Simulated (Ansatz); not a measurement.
# CH6AlNS: ionisation energy by level of theory

The task here is to estimate one member of a computed series from the others.

The runs use Ansatz 0.2.0, Gaussian basis; unrestricted cation, the program's frozen cores in correlated methods.

Levels to be run: UKS PBE-D4/def2-TZVPP; UKS r2SCAN-D4/def2-TZVPP; UKS PBE0-D4/def2-TZVPP; UKS B3LYP-D4/def2-TZVPP; UKS wB97X-V/def2-TZVPP; UKS wB97M-V/def2-TZVPP; UKS B2PLYP/def2-TZVPP; UHF-CCSD(T)/def2-TZVPP; UHF-MP2/def2-QZVPP; extrapolation to the limit; then −ε(HOMO) from the neutral's earlier runs with LDA (SPW92), PBE-D4, revPBE-D4, BLYP-D4, r2SCAN-D4, B97M-V, PBE0-D4, B3LYP-D4, r2SCANh-D4, r2SCAN0-D4, HSE06-D4, BHLYP-D4, CAM-B3LYP-D4, LC-ωPBE, ωB97X-V, ωB97M-V.

## Structure used throughout

All runs share one geometry, relaxed beforehand with PBE0-D4 in a triple-zeta def2 set.

10 atoms, charge 0, spin multiplicity 1.

Atoms are counted from 1 here; the program's logs count them from 0.

Bond lengths: C1–Al2 1.943 Å, C1–H5 1.094 Å, C1–H6 1.094 Å, C1–H7 1.093 Å, Al2–N3 1.767 Å, Al2–S4 2.196 Å, N3–H8 1.007 Å, N3–H9 1.006 Å, S4–H10 1.344 Å. Angles: Al2–C1–H5 110.9°, Al2–C1–H6 111.2°, Al2–C1–H7 112.0°, H5–C1–H6 106.9°, H5–C1–H7 107.7°, H6–C1–H7 107.9°, C1–Al2–N3 122.2°, C1–Al2–S4 119.2°, N3–Al2–S4 118.6°, Al2–N3–H8 123.9°, Al2–N3–H9 126.1°, H8–N3–H9 110.1°, Al2–S4–H10 94.1°.

Coordinates:

```xyz
10

C    -1.3857    1.0366    0.1603
Al    0.2654    0.0598   -0.1462
N     0.5312   -1.5666    0.4920
S     1.8584    0.9966   -1.3317
H    -1.9433    1.1642   -0.7724
H    -1.1860    2.0385    0.5507
H    -2.0396    0.5240    0.8705
H    -0.1437   -2.0694    1.0454
H     1.3584   -2.1254    0.3643
H     2.6849   -0.0583   -1.2329
```

The first run:

Input file in.yaml:

```yaml
crystal:
  periodic: [false, false, false]
  atoms:
    - {symbol: C, position_ang: [-1.385658, 1.036556, 0.160300]}
    - {symbol: Al, position_ang: [0.265401, 0.059833, -0.146249]}
    - {symbol: N, position_ang: [0.531168, -1.566623, 0.492030]}
    - {symbol: S, position_ang: [1.858441, 0.996578, -1.331660]}
    - {symbol: H, position_ang: [-1.943340, 1.164224, -0.772441]}
    - {symbol: H, position_ang: [-1.185976, 2.038532, 0.550733]}
    - {symbol: H, position_ang: [-2.039623, 0.523955, 0.870453]}
    - {symbol: H, position_ang: [-0.143711, -2.069376, 1.045430]}
    - {symbol: H, position_ang: [1.358438, -2.125423, 0.364287]}
    - {symbol: H, position_ang: [2.684859, -0.058256, -1.232894]}
basis:
  gaussian: {orbitals: def2-TZVPP}
total_charge: 1
magnetization: {spin_polarized: true, initial_magnetization: 1}
hamiltonian: {xc: pbe, dispersion: d4}
```

Launch:

```console
> ansatz run in.yaml --threads 2 --pin off --events-out ev --progress --plain --max-ram 32768MiB --backend cpu
```

Steps of the session up to this table: Cation, UKS PBE-D4/def2-TZVPP; Cation, UKS r2SCAN-D4/def2-TZVPP; Cation, UKS PBE0-D4/def2-TZVPP; Cation, UKS B3LYP-D4/def2-TZVPP; Cation, UKS wB97X-V/def2-TZVPP; Cation, UKS wB97M-V/def2-TZVPP; Cation, UKS B2PLYP (frozen core)/def2-TZVPP; Cation, UHF-CCSD(T)/def2-TZVPP; Cation, UHF-MP2/def2-QZVPP.

One of the session's tables, all rows but one given; the rest of the session is left out.

Orbital estimates, from the neutral's runs:

```
  functional  −ε(HOMO) (eV)
 LDA (SPW92)           6.02
      PBE-D4           5.87
   revPBE-D4           5.82
     BLYP-D4           5.72
   r2SCAN-D4           6.17
      B97M-V           6.21
     PBE0-D4           7.17
    B3LYP-D4           6.91
  r2SCANh-D4           6.65
  r2SCAN0-D4              ?
    HSE06-D4           6.77
    BHLYP-D4           8.29
CAM-B3LYP-D4           8.51
     LC-ωPBE           9.95
     ωB97X-V           9.56
     ωB97M-V           9.40
```

Q: Estimate the row for r2SCAN0-D4 from the others.

Worked estimate for «−ε(HOMO) (eV)». Against the share of exact exchange, r2SCAN-D4 (0, 6.17), r2SCANh-D4 (0.1, 6.65) give a slope of 4.80 per unit share; at 0.25 the line stands at 7.37.

As computed: −ε(HOMO) (eV): 7.37. In «−ε(HOMO) (eV)» the line misses by 0.00.
